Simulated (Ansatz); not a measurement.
# BrGaH2S2: basis-set convergence

An exercise on one series of results from a longer session: the logs are not shown, and one member is left open.

The runs use Ansatz 0.2.0, Gaussian basis; one geometry, several basis sets.

The runs, in order: PBE0-D4/def2-SVP; ωB97M-V/def2-SVP; PBE0-D4/def2-QZVPP; ωB97M-V/def2-QZVPP; the functionals' def2-TZVPP values are taken from earlier runs.

### The geometry

An earlier PBE0-D4 in a triple-zeta def2 set relaxation fixed the geometry.

SMILES `[SH][Ga]([SH])[Br]`, 6 atoms, charge 0, spin multiplicity 1.

Atoms are counted from 1 here; the program's logs count them from 0.

Bond lengths: S1–Ga2 2.188 Å, S1–H5 1.344 Å, Ga2–S3 2.188 Å, Ga2–Br4 2.276 Å, S3–H6 1.344 Å. Angles: Ga2–S1–H5 93.8°, S1–Ga2–S3 126.0°, S1–Ga2–Br4 117.0°, S3–Ga2–Br4 117.0°, Ga2–S3–H6 93.8°.

Coordinates:

```
S    -1.2355    1.2065   -0.9384
Ga   -0.2542   -0.6157   -0.2274
S     1.4743   -0.7077    1.1117
Br   -1.1100   -2.5978   -0.9468
H    -0.4009    2.0229   -0.2726
H     1.5685    0.6279    1.2274
```

The first run:

The input, in.yaml:

```yaml
crystal:
  periodic: [false, false, false]
  atoms:
    - {symbol: S, position_ang: [-1.235507, 1.206519, -0.938350]}
    - {symbol: Ga, position_ang: [-0.254177, -0.615652, -0.227372]}
    - {symbol: S, position_ang: [1.474268, -0.707748, 1.111667]}
    - {symbol: Br, position_ang: [-1.110005, -2.597840, -0.946840]}
    - {symbol: H, position_ang: [-0.400934, 2.022851, -0.272595]}
    - {symbol: H, position_ang: [1.568455, 0.627869, 1.227389]}
basis:
  gaussian: {orbitals: def2-SVP}
hamiltonian: {xc: pbe0, dispersion: d4}
output: {orbitals: {seedname: orbitals}}
```

Launch:

```sh
$ ansatz run in.yaml --threads 4 --pin off --events-out ev --progress --plain --max-ram 10444MiB
```

Steps of the session up to this table: PBE0-D4 in def2-SVP; ωB97M-V in def2-SVP; PBE0-D4 in def2-QZVPP; ωB97M-V in def2-QZVPP.

One table of the session follows, with a row left open; its other results are not shown here.

It belongs to the step «Functionals by basis». 

| functional | basis | HOMO (eV) |
| --- | --- | --- |
| PBE0-D4 | def2-SVP | -7.81 |
| PBE0-D4 | def2-TZVPP | ? |
| PBE0-D4 | def2-QZVPP | -7.95 |
| ωB97M-V | def2-SVP | -9.93 |
| ωB97M-V | def2-TZVPP | -10.09 |
| ωB97M-V | def2-QZVPP | -10.12 |

Estimate the missing values for PBE0-D4, def2-TZVPP.

As computed: HOMO (eV): -7.93. In the column «HOMO (eV)» it lies between PBE0-D4, def2-QZVPP (-7.95) and PBE0-D4, def2-SVP (-7.81).
